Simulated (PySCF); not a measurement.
# How the numerical set-up moves the result for NaI

Aim: see how much the energy and properties of NaI depend on the numerical set-up.

Method: each script names its method and basis; program: PySCF 2.14.0.

4 further runs of the same task are left out: 4 that didn't finish.

## Step 1: Starting geometry

NaI: 2 atoms, charge 0, spin multiplicity 1.

Bond lengths: Na1–I2 2.683 Å.

## Step 2: The run that the others are compared with

input.py

```python
from pyscf import gto, dft

mol = gto.M(
    atom='Na 0 0 0; I 0 0 2.683',
    basis='lanl2dz',
    ecp={'Na': 'lanl2dz', 'I': 'lanl2dz'},
    charge=0,
    spin=0,
    symmetry=True,
    verbose=4,
)
mf = dft.UKS(mol, xc='lc_wpbe')
mf.kernel()
g = mf.nuc_grad_method()
g.grid_response = True
g.kernel()
mf.dip_moment()
print('orbital energies (hartree):', [e[max(0, n-3):n+3].round(4) for e, n in zip(mf.mo_energy, mol.nelec)])
```

Launch:

```bash
$ OMP_NUM_THREADS=1 python input.py
```

Its log is not repeated here.

Base result: E(SCF) = -11.678816 Eh, 8 cycles, μ = 10.14 D, gradient on the second atom -0.0136 Eh/bohr.

The bond length is a typed value, not an optimised one.

## Step 3: Def2-svpd

Run 1 changes basis set: lanl2dz → def2-svpd. The core potential changes with it: totals don't compare.

input.py

```python
from pyscf import gto, dft

mol = gto.M(
    atom='Na 0 0 0; I 0 0 2.683',
    basis='def2-svpd',
    ecp={'I': 'def2-svpd'},
    charge=0,
    spin=0,
    symmetry=True,
    verbose=4,
)
mf = dft.UKS(mol, xc='lc_wpbe')
mf.kernel()
g = mf.nuc_grad_method()
g.grid_response = True
g.kernel()
mf.dip_moment()
print('orbital energies (hartree):', [e[max(0, n-3):n+3].round(4) for e, n in zip(mf.mo_energy, mol.nelec)])
```

Launch:

```bash
$ OMP_NUM_THREADS=1 python input.py
```

## Step 4: Def2-svp

Run 2 changes basis set: lanl2dz → def2-svp. The core potential changes with it: totals don't compare.

input.py, as its differences from that of step 2:

```diff
@@ -4,4 +4,4 @@
     atom='Na 0 0 0; I 0 0 2.683',
-    basis='lanl2dz',
-    ecp={'Na': 'lanl2dz', 'I': 'lanl2dz'},
+    basis='def2-svp',
+    ecp={'I': 'def2-svp'},
     charge=0,
```

Before running it: what results should come out? Wanted: for each run, E(SCF); from base; gap; SCF dipole.

The runs gave:

| run | E(SCF) (hartree) | from base (eV) | cycles | gap (eV) | SCF dipole (D) | functions |
| --- | --- | --- | --- | --- | --- | --- |
| base | -11.678816 | 0 | 8 | 7.75 | 10.14 | 16 |
| def2-svpd | -459.978798 | not comparable | 10 | 7.82 | 9.34 | 53 |
| def2-svp | -459.975126 | not comparable | 10 | 7.83 | 9.35 | 41 |

The dearest run is “def2-svpd”, at 13 s against 3.2 s.
